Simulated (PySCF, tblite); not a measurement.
**C₄H₁₁F₂NSi: geometry, infrared bands and NMR shifts**

Wanted: the infrared bands and NMR shifts of C₄H₁₁F₂NSi (`FC[C@@H](F)CCN[SiH3]`), by calculation.

The runs use tblite 0.8.0 and PySCF 2.14.0, with density-fitted response routines of our own; the level of theory stands in each step. All values are computed, except where a source is named. Atoms are numbered from 0 throughout.

### Step 1. The molecule as given

19 atoms, charge 0, multiplicity 1; geometry from: force field or distance geometry start.

Bonds of the start (Å): F0–C1 1.38, C1–C2 1.48, C2–F3 1.40, C2–C4 1.48, C4–C5 1.48, C5–N6 1.46, N6–Si7 1.75, C1–H8 1.11, C1–H9 1.12, C2–H10 1.13, C4–H11 1.13, C4–H12 1.11, C5–H13 1.12, C5–H14 1.12, N6–H15 1.03, Si7–H16 1.46, Si7–H17 1.48, Si7–H18 1.49.

### Step 2. Relaxing the molecule with GFN2-xTB

What the job is given:

```
{"job": {"kind": "relax", "xc": "GFN2-xTB", "basis": "xTB"}, "charge": 0, "multiplicity": 1}
F     -3.743900    -0.428700    -0.696700
C     -2.677000     0.012300     0.064300
C     -1.471100     0.010700    -0.787400
F     -1.701000     0.883200    -1.859100
C     -0.159700     0.323200    -0.188100
C      0.316700    -0.574600     0.883200
N      1.619900    -0.073700     1.302400
Si     2.874000    -0.016900     0.087800
H     -2.657300    -0.603000     0.982900
H     -2.929400     1.063100     0.359200
H     -1.405000    -1.011000    -1.255900
H      0.583200     0.285400    -1.035800
H     -0.183800     1.363800     0.209400
H      0.438700    -1.636000     0.561700
H     -0.316600    -0.529300     1.809600
H      1.589800     0.695200     1.994000
H      2.652800    -0.835000    -1.096700
H      2.967200     1.382900    -0.372500
H      4.192600    -0.302200     0.709900
```

The run is started by

```
$ OMP_NUM_THREADS=1 python probes_run.py task.json out
```

One launch serves the whole session: the jobs run in the order shown.

**Question.** This job is followed by: GFN2-xTB harmonic vibrations, gas phase; GIAO PBE0/pcSseg-1 NMR shielding, non-relativistic, gas phase. What will the session give for the following? strongest single infrared mode (GFN2-xTB); zero-point energy (GFN2-xTB); 13C shifts against TMS (PBE0/pcSseg-1); 1H shifts against TMS (PBE0/pcSseg-1, means over atoms taken as alike); 19F shifts against CFCl3 (PBE0/pcSseg-1); 15N shifts against NH3 (PBE0/pcSseg-1); 29Si shifts against TMS (PBE0/pcSseg-1); surface potential, 1st and 99th percentile.

As calculated:

| quantity | value |
| --- | --- |
| strongest single infrared mode (GFN2-xTB) | 2175 cm⁻¹, 366 km/mol |
| zero-point energy (GFN2-xTB) | 91.0 kcal/mol |
| 13C shifts against TMS (PBE0/pcSseg-1) | 97.4, 91.8, 46.0, 41.4 ppm |
| 1H shifts against TMS (PBE0/pcSseg-1, means over atoms taken as alike) | 5.12, 4.85, 4.71, 4.59, 3.06, 2.73, 2.20, 1.24, -0.34 ppm |
| 19F shifts against CFCl3 (PBE0/pcSseg-1) | -199.6, -241.3 ppm |
| 15N shifts against NH3 (PBE0/pcSseg-1) | 23.2 ppm |
| 29Si shifts against TMS (PBE0/pcSseg-1) | -56.3 ppm |
| surface potential, 1st and 99th percentile | -1.01 V and 1.61 V |

Relaxing lowered the energy by 0.621 eV in 95 steps; the close pair that moved most is C4–C5, from 1.477 to 1.535 Å. The lowest mode is slightly imaginary (7i cm⁻¹), a soft motion within the noise of the Hessian, so the minimum is not strictly shown. The strongest single mode, at 2175 cm⁻¹, moves mainly H17. Unscaled tight-binding wavenumbers are off by several per cent, some by more. Its intensities can rank the bands wrongly. At PBE0/pcSseg-1: The largest span, 116 ppm, is at Si7, where the paramagnetic term is -474 ppm.
